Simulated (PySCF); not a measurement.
**One shape, several levels: C2H10AlNO (SMILES CO[CH2][AlH2-][NH3+])**

We compute a comparison of 6 runs (HF/3-21G, HF/6-31+G*, HF/def2-SVP, HF/pcseg-1, B3LYP/6-31G*, PBE0/def2-SVP) of C2H10AlNO. The job is set up through a Python script.

The results are computed with PySCF 2.14.0.

### Step 1. Starting point

The species is C2H10AlNO (15 atoms), meant as a singlet with charge 0. SMILES: `CO[CH2][AlH2-][NH3+]`. The shape comes from GFN2-xTB, which is rough for such elements, and wasn't checked as a minimum. This is one conformer, not always the lowest.

Bond lengths: C1–O2 1.401 Å, O2–C3 1.465 Å, C3–Al4 2.051 Å, Al4–N5 2.054 Å, C1–H6 1.091 Å, C1–H7 1.100 Å, C1–H8 1.097 Å, C3–H9 1.104 Å, C3–H10 1.104 Å, Al4–H11 1.559 Å, Al4–H12 1.555 Å, N5–H13 1.016 Å, N5–H14 1.033 Å, N5–H15 1.018 Å. Some angles: C1–O2–C3 111.0°, O2–C3–Al4 108.8°, C3–Al4–N5 90.8°, O2–C1–H6 107.4°, O2–C1–H7 110.7°, O2–C1–H8 111.0°, O2–C3–H9 107.0°, O2–C3–H10 103.2°, Al4–C3–H9 122.8°, Al4–C3–H10 108.9°.

### Step 2. Energy and gradient at HF/3-21G (run 1)

calc.py

```python
import pyscf.grad
from pyscf import gto, scf

mol = gto.M(
    atom='''
C       -0.605510       0.487710       1.744450
O        0.483920       0.867030       0.949520
C        1.243770      -0.304690       0.505890
Al       0.216260      -1.224380      -1.012370
N       -0.547550       0.580130      -1.627060
H       -1.179210       1.389440       1.963910
H       -1.235200      -0.245000       1.218300
H       -0.266650       0.037630       2.685740
H        1.572400      -0.838170       1.414450
H        2.169670       0.136580       0.096190
H       -1.067000      -2.055560      -0.706710
H        1.080530      -1.624470      -2.241940
H       -1.541390       0.704160      -1.797010
H       -0.287420       1.112570      -0.780930
H       -0.036620       0.977020      -2.412430
''',
    charge=0,
    max_memory=1860,
    verbose=4,
    spin=0,
    basis='3-21g',
)

calc0 = scf.RHF(mol)
calc0.conv_tol = 1e-10
calc0.kernel()
if not calc0.converged:
    calc0 = calc0.newton().run(calc0.mo_coeff, calc0.mo_occ)

e_final = calc0.e_tot
print('Final energy', e_final)
grad = calc0.Gradients().kernel()
calc0.analyze()
```

Run with:

```sh
OMP_NUM_THREADS=1 python calc.py
```

The program printed:

```text
PySCF version 2.14.0

[... 89 lines left out ...]
Two-electron Coulomb Energy =          458.566446605558781
[... 8 lines left out ...]
MO #6   energy= -4.81485374792741  occ= 2
[... 6 lines left out ...]
MO #13  energy= -0.84240182119501  occ= 2
[... 6 lines left out ...]
MO #20  energy= -0.502393139104477 occ= 2
[... 6 lines left out ...]
MO #27  energy= 0.187307095669315  occ= 0
[... 6 lines left out ...]
MO #34  energy= 0.344245999498037  occ= 0
[... 6 lines left out ...]
MO #41  energy= 0.48300237300502   occ= 0
[... 6 lines left out ...]
MO #48  energy= 1.14317512917184   occ= 0
[... 6 lines left out ...]
MO #55  energy= 1.34923311377798   occ= 0
[... 6 lines left out ...]
MO #62  energy= 1.59098545245504   occ= 0
[... 6 lines left out ...]
MO #69  energy= 3.47932532058186   occ= 0
[... 48 lines left out ...]
pop of  4 N 3px           0.00061
pop of  4 N 3py           0.00732
pop of  4 N 3pz           0.00061
pop of  5 H 1s            0.89935
pop of  5 H 2s            0.01024
pop of  6 H 1s            0.91288
pop of  6 H 2s            0.00855
pop of  7 H 1s            0.90952
pop of  7 H 2s            0.00977
pop of  8 H 1s            0.91825
pop of  8 H 2s            0.00774
pop of  9 H 1s            0.90597
pop of  9 H 2s            0.00805
pop of  10 H 1s           1.20381
pop of  10 H 2s           0.00099
pop of  11 H 1s           1.19994
pop of  11 H 2s           0.00077
pop of  12 H 1s           0.75484
pop of  12 H 2s           0.01112
pop of  13 H 1s           0.72640
pop of  13 H 2s           0.01397
pop of  14 H 1s           0.75312
pop of  14 H 2s           0.01080
 ** Mulliken atomic charges  **
charge of    0C =     -0.02824
charge of    1O =     -0.45858
charge of    2C =     -0.25163
charge of    3Al =      0.47733
charge of    4N =     -0.47281
charge of    5H =      0.09041
charge of    6H =      0.07857
charge of    7H =      0.08072
charge of    8H =      0.07401
charge of    9H =      0.08598
charge of   10H =     -0.20481
charge of   11H =     -0.20071
charge of   12H =      0.23404
charge of   13H =      0.25963
charge of   14H =      0.23608
Dipole moment(X, Y, Z, Debye): -2.05413,  3.01107, -0.75345
```

Run time: 4.8 s. Hardware: 1 thread of Intel Xeon at 2.70GHz, shared host; peak memory 0.14 GiB.

### Step 3. Energy and gradient at HF/6-31+G(d) (spherical functions) (run 2)

job.py

```python
import pyscf.grad
from pyscf import gto, scf

mol = gto.M(
    atom='''
C     -1.144248     0.921638     3.296533
O      0.914476     1.638449     1.794333
C      2.350385    -0.575781     0.955994
Al     0.408672    -2.313743    -1.913102
N     -1.034720     1.096287    -3.074698
H     -2.228384     2.625661     3.711252
H     -2.334190    -0.462983     2.302253
H     -0.503895     0.071110     5.075313
H      2.971405    -1.583912     2.672923
H      4.100082     0.258099     0.181773
H     -2.016338    -3.884445    -1.335488
H      2.041906    -3.069803    -4.236653
H     -2.912805     1.330670    -3.395857
H     -0.543145     2.102453    -1.475744
H     -0.069202     1.846300    -4.558832
''',
    spin=0,
    unit='bohr',
    basis='6-31+g*',
    max_memory=1860,
    verbose=4,
)

mf = scf.RHF(mol)
mf.conv_tol = 1e-10
mf.kernel()
if not mf.converged:
    mf = mf.newton().run(mf.mo_coeff, mf.mo_occ)

etot = mf.e_tot
print('Final energy', etot)
grad = mf.Gradients().kernel()
mf.analyze()
```

Run with:

```sh
OMP_NUM_THREADS=1 python job.py
```

The program printed:

```text
PySCF version 2.14.0

[... 71 lines left out ...]
converged SCF energy = -452.756945351753
[... 24 lines left out ...]
MO #4   energy= -11.2687847701459  occ= 2
[... 10 lines left out ...]
MO #15  energy= -0.710533699780949 occ= 2
[... 10 lines left out ...]
MO #26  energy= 0.0530559436831113 occ= 0
[... 10 lines left out ...]
MO #37  energy= 0.18025413447916   occ= 0
[... 10 lines left out ...]
MO #48  energy= 0.35720824580771   occ= 0
[... 10 lines left out ...]
MO #59  energy= 0.498377038189568  occ= 0
[... 10 lines left out ...]
MO #70  energy= 0.937475652742174  occ= 0
[... 10 lines left out ...]
MO #81  energy= 1.2710760397013    occ= 0
[... 10 lines left out ...]
MO #92  energy= 1.77763088692809   occ= 0
[... 10 lines left out ...]
MO #103 energy= 2.43558539734214   occ= 0
[... 10 lines left out ...]
MO #114 energy= 3.32696096630955   occ= 0
[... 93 lines left out ...]
pop of  4 N 3dz^2         0.00125
pop of  4 N 3dxz          0.00147
pop of  4 N 3dx2-y2       0.00204
pop of  5 H 1s            0.90087
pop of  5 H 2s            0.00833
pop of  6 H 1s            0.91987
pop of  6 H 2s            0.00692
pop of  7 H 1s            0.91357
pop of  7 H 2s            0.00799
pop of  8 H 1s            0.92235
pop of  8 H 2s            0.00631
pop of  9 H 1s            0.91050
pop of  9 H 2s            0.00640
pop of  10 H 1s           1.21906
pop of  10 H 2s           0.00072
pop of  11 H 1s           1.21428
pop of  11 H 2s           0.00050
pop of  12 H 1s           0.74450
pop of  12 H 2s           0.01271
pop of  13 H 1s           0.71691
pop of  13 H 2s           0.01138
pop of  14 H 1s           0.74372
pop of  14 H 2s           0.01231
 ** Mulliken atomic charges  **
charge of    0C =     -0.02324
charge of    1O =     -0.47506
charge of    2C =     -0.24636
charge of    3Al =      0.52239
charge of    4N =     -0.49853
charge of    5H =      0.09080
charge of    6H =      0.07321
charge of    7H =      0.07845
charge of    8H =      0.07134
charge of    9H =      0.08309
charge of   10H =     -0.21978
charge of   11H =     -0.21478
charge of   12H =      0.24279
charge of   13H =      0.27170
charge of   14H =      0.24397
Dipole moment(X, Y, Z, Debye): -1.95973,  2.91739, -0.85950
```

Run time: 29 s. Hardware: 1 thread of Intel Xeon at 2.70GHz, shared host; peak memory 0.28 GiB.

Runs 3 to 5 aren't shown in full; the table further down has their settings and results.

### Step 4. Energy and gradient at PBE0/def2-SVP (run 6)

job.py

```python
import pyscf.grad
from pyscf import gto, dft

system = gto.M(
    atom='''
C     -0.605510     0.487710     1.744450
O      0.483920     0.867030     0.949520
C      1.243770    -0.304690     0.505890
Al     0.216260    -1.224380    -1.012370
N     -0.547550     0.580130    -1.627060
H     -1.179210     1.389440     1.963910
H     -1.235200    -0.245000     1.218300
H     -0.266650     0.037630     2.685740
H      1.572400    -0.838170     1.414450
H      2.169670     0.136580     0.096190
H     -1.067000    -2.055560    -0.706710
H      1.080530    -1.624470    -2.241940
H     -1.541390     0.704160    -1.797010
H     -0.287420     1.112570    -0.780930
H     -0.036620     0.977020    -2.412430
''',
    basis='def2-svp',
    verbose=3,
    charge=0,
    max_memory=1860,
)

calc0 = dft.RKS(system)
calc0.xc = 'pbe0'
calc0.grids.level = 5
calc0.conv_tol = 1e-10
calc0.kernel()
if not calc0.converged:
    calc0 = calc0.newton().run(calc0.mo_coeff, calc0.mo_occ)

energy = calc0.e_tot
print('E = %.10f Eh' % energy)
grad = calc0.Gradients().kernel()
calc0.analyze()
```

Run with:

```sh
OMP_NUM_THREADS=1 python job.py
```

The program printed:

```text
converged SCF energy = -454.034069504452
[... 12 lines left out ...]
MO #3   energy= -14.4457227016272  occ= 2
[... 10 lines left out ...]
MO #14  energy= -0.555031962611188 occ= 2
[... 10 lines left out ...]
MO #25  energy= -0.232916876395718 occ= 2
[... 10 lines left out ...]
MO #36  energy= 0.176212024037614  occ= 0
[... 10 lines left out ...]
MO #47  energy= 0.488104089409413  occ= 0
[... 10 lines left out ...]
MO #58  energy= 0.686697146605476  occ= 0
[... 10 lines left out ...]
MO #69  energy= 0.96819687026217   occ= 0
[... 10 lines left out ...]
MO #80  energy= 1.53161379037159   occ= 0
[... 10 lines left out ...]
MO #91  energy= 1.83703619186088   occ= 0
[... 10 lines left out ...]
MO #102 energy= 2.15250389575317   occ= 0
[... 10 lines left out ...]
MO #113 energy= 2.77773167524842   occ= 0
[... 10 lines left out ...]
MO #124 energy= 3.50979441385666   occ= 0
[... 16 lines left out ...]
Dipole moment(X, Y, Z, Debye): -1.84119,  3.24502, -0.73160
```

It took 96 s on 1 thread of Intel Xeon at 2.70GHz, shared host; peak memory 1.3 GiB.

### Step 5. The series

```
run                               level  Cartesian functions  integration grid  energy (Eh)  dipole moment (D)  HOMO energy (eV)  LUMO energy (eV)  wall time
  1                            HF/3-21G                   no                 –  -450.300620               3.72             -9.48              3.65      4.8 s
  2    HF/6-31+G* (spherical functions)                   no                 –  -452.756945               3.62             -9.74              1.44       29 s
  3                         HF/def2-SVP                   no                 –  -452.544324               3.69             -9.75              3.43       24 s
  4                          HF/pcseg-1                   no                 –  -452.699186               3.53             -9.78              2.62       29 s
  5  B3LYP/6-31G* (Cartesian functions)                  yes                 5  -454.634718               3.82             -5.95              0.23       69 s
  6                       PBE0/def2-SVP                   no                 5  -454.034070               3.80             -6.34              0.49       96 s
```

### Step 6. What came out

```
                       quantity          value
            run 6: total energy  -454.03407 Eh
           run 6: dipole moment         3.80 D
             run 6: HOMO energy       -6.34 eV
             run 6: LUMO energy        0.49 eV
           run 6: HOMO–LUMO gap        6.82 eV
run 6: largest force on an atom     0.760 eV/Å
```

**Reading.** The dipole moment (its size) runs from 3.53 D (HF/pcseg-1) to 3.82 D (B3LYP/6-31G*). The two ends differ in method and basis. The HOMO–LUMO gap runs from 6.17 eV (B3LYP/6-31G*) to 13.18 eV (HF/def2-SVP). Totals of different functionals can't be ranked against each other. All runs together took 4.2 min, the longest 96 s.
